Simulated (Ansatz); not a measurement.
# Si: the cost of one run

Computed with Ansatz 0.2.0 (DFT PBE, scalar-relativistic, plane waves, PAW, unless a step's input says otherwise).

## 1. The structure to begin with

Symmetry: Pmm2, No. 25, orthorhombic system. The conventional cell has a = 7.681 Å, b = 7.681 Å, c = 26.789 Å, α = 90.00°, β = 90.00°, γ = 90.00°. Around Si (site symmetry m) lie 2 Si at 2.35 Å. Around Si (site symmetry mm2) lie 4 Si at 2.35 Å. Around Si (site symmetry m) lie 4 Si at 2.35 Å. Only part of the 14 independent sites is listed.

Structure file:

```
CELL_PARAMETERS angstrom
7.68051 0.00000 0.00000
0.00000 7.68051 0.00000
0.00000 0.00000 26.78868
ATOMIC_POSITIONS crystal
Si 0.00000 0.25000 0.37329
Si 0.00000 0.75000 0.37329
Si 0.50000 0.25000 0.37329
Si 0.50000 0.75000 0.37329
Si 0.00000 0.00000 0.42398
Si 0.00000 0.50000 0.42398
Si 0.50000 0.00000 0.42398
Si 0.50000 0.50000 0.42398
Si 0.25000 0.00000 0.47466
Si 0.25000 0.50000 0.47466
Si 0.75000 0.00000 0.47466
Si 0.75000 0.50000 0.47466
Si 0.25000 0.25000 0.52534
Si 0.25000 0.75000 0.52534
Si 0.75000 0.25000 0.52534
Si 0.75000 0.75000 0.52534
Si 0.00000 0.25000 0.57602
Si 0.00000 0.75000 0.57602
Si 0.50000 0.25000 0.57602
Si 0.50000 0.75000 0.57602
Si 0.00000 0.00000 0.62671
Si 0.00000 0.50000 0.62671
Si 0.50000 0.00000 0.62671
```

Slab cut from the bulk at the bulk's listed lattice constants, lower half held.

## 2. Relaxing the atoms

input.yaml

```yaml
crystal:
  lattice:
    - [7.680509, 0.0, 0.0]
    - [0.0, 7.680509, 0.0]
    - [0.0, 0.0, 26.7886751213]
  atoms:
    - { symbol: Si, position: [0.0, 0.25, 0.3732920704] }
    - { symbol: Si, position: [0.0, 0.75, 0.3732920704] }
    - { symbol: Si, position: [0.5, 0.25, 0.3732920704] }
    - { symbol: Si, position: [0.5, 0.75, 0.3732920704] }
    - { symbol: Si, position: [0.0, 0.0, 0.4239752404] }
    - { symbol: Si, position: [0.0, 0.5, 0.4239752404] }
    - { symbol: Si, position: [0.5, 0.0, 0.4239752404] }
    - { symbol: Si, position: [0.5, 0.5, 0.4239752404] }
    - { symbol: Si, position: [0.25, 0.0, 0.4746584104] }
    - { symbol: Si, position: [0.25, 0.5, 0.4746584104] }
    - { symbol: Si, position: [0.75, 0.0, 0.4746584104] }
    - { symbol: Si, position: [0.75, 0.5, 0.4746584104] }
    - { symbol: Si, position: [0.25, 0.25, 0.5253415896] }
    - { symbol: Si, position: [0.25, 0.75, 0.5253415896] }
    - { symbol: Si, position: [0.75, 0.25, 0.5253415896] }
    - { symbol: Si, position: [0.75, 0.75, 0.5253415896] }
    - { symbol: Si, position: [0.0, 0.25, 0.5760247596] }
    - { symbol: Si, position: [0.0, 0.75, 0.5760247596] }
    - { symbol: Si, position: [0.5, 0.25, 0.5760247596] }
    - { symbol: Si, position: [0.5, 0.75, 0.5760247596] }
    - { symbol: Si, position: [0.0, 0.0, 0.6267079296] }
    - { symbol: Si, position: [0.0, 0.5, 0.6267079296] }
    - { symbol: Si, position: [0.5, 0.0, 0.6267079296] }
basis:
  ecutwfc: 420.0
  fft_grid_basis: typed
kpoints:
  mp_grid: { grid: [4, 4, 1] }
hamiltonian:
  xc: pbe
  pseudopotentials: { kind: paw }
scf:
  occupations: { method: gaussian, width: 0.1 }
output:
  forces: true
  eigenvalues: true
efield:
  axis: 3
  dipole_correction: true
  ramp_width: 0.04
relax:
  adjacent_minimum: "off"
  f_tol: 0.04
  max_steps: 40
  constraints: [{ sites: [0, 1, 2, 3, 4, 5, 6, 7, 8, 9, 10, 11] }]
```

Command:

```
$ ansatz run input.yaml --threads 4 --pin off --max-ram 8847MiB --backend cpu --events-out ev --progress --plain --runs-dir out
```

**Question.** How long does this run take on 4 threads of Arm Neoverse V2, shared host, and how much memory does it need?

About 3.1 min, with a peak of 2.6 GiB.
